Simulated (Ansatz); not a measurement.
# C₂H₄Se: small, medium and large basis sets

Aim: see how fast density functionals converge with the basis set for C₂H₄Se.

Computed with Ansatz 0.2.0, Gaussian basis. Level: one geometry, several basis sets.

Levels to be run: PBE0-D4/def2-SVP; ωB97M-V/def2-SVP; PBE0-D4/def2-QZVPP; ωB97M-V/def2-QZVPP; the functionals' def2-TZVPP values are taken from earlier runs.

### Step 1. The relaxed structure

An earlier PBE0-D4 in a triple-zeta def2 set relaxation fixed the geometry.

SMILES `CC=[Se]`, 7 atoms, charge 0, spin multiplicity 1.

Atoms are counted from 1 here; the program's logs count them from 0.

Bond lengths: C1–C2 1.478 Å, C1–H4 1.097 Å, C1–H5 1.097 Å, C1–H6 1.089 Å, C2–Se3 1.752 Å, C2–H7 1.090 Å. Angles: C2–C1–H4 109.8°, C2–C1–H5 109.8°, C2–C1–H6 112.1°, H4–C1–H5 105.8°, H4–C1–H6 109.6°, H5–C1–H6 109.6°, C1–C2–Se3 126.4°, C1–C2–H7 115.4°, Se3–C2–H7 118.2°.

### Step 2. PBE0-D4 in def2-SVP

Contents of in.yaml:

```yaml
crystal:
  periodic: [false, false, false]
  atoms:
    - {symbol: C, position_ang: [-0.464458, 0.485238, 0.032788]}
    - {symbol: C, position_ang: [0.531173, -0.591686, -0.153188]}
    - {symbol: Se, position_ang: [1.591667, -1.249124, 1.076315]}
    - {symbol: H, position_ang: [-1.461405, 0.120972, -0.244159]}
    - {symbol: H, position_ang: [-0.247546, 1.313690, -0.652715]}
    - {symbol: H, position_ang: [-0.482512, 0.854470, 1.056980]}
    - {symbol: H, position_ang: [0.594383, -1.001560, -1.161720]}
basis:
  gaussian: {orbitals: def2-SVP}
hamiltonian: {xc: pbe0, dispersion: d4}
output: {orbitals: {seedname: orbitals}}
```

Command:

```sh
$ ansatz run in.yaml --threads 2 --pin off --events-out ev --progress --plain --max-ram 4352MiB
```

The runs that follow: ωB97M-V in def2-SVP; PBE0-D4 in def2-QZVPP; ωB97M-V in def2-QZVPP.

Before running them: what should the planned runs give, taken together? Wanted: PBE0-D4: double and triple zeta above quadruple; ωB97M-V: double and triple zeta above quadruple.

**Answer**, as computed:

| quantity | value |
| --- | --- |
| PBE0-D4: double and triple zeta above quadruple | 11.84, 1.49 eV |
| ωB97M-V: double and triple zeta above quadruple | 11.92, 1.45 eV |

**Reading.** PBE0-D4 gains 10.34 eV from double to triple zeta, then 1.49 eV more. Total energies overstate the basis error of differences, where much of it tends to cancel.
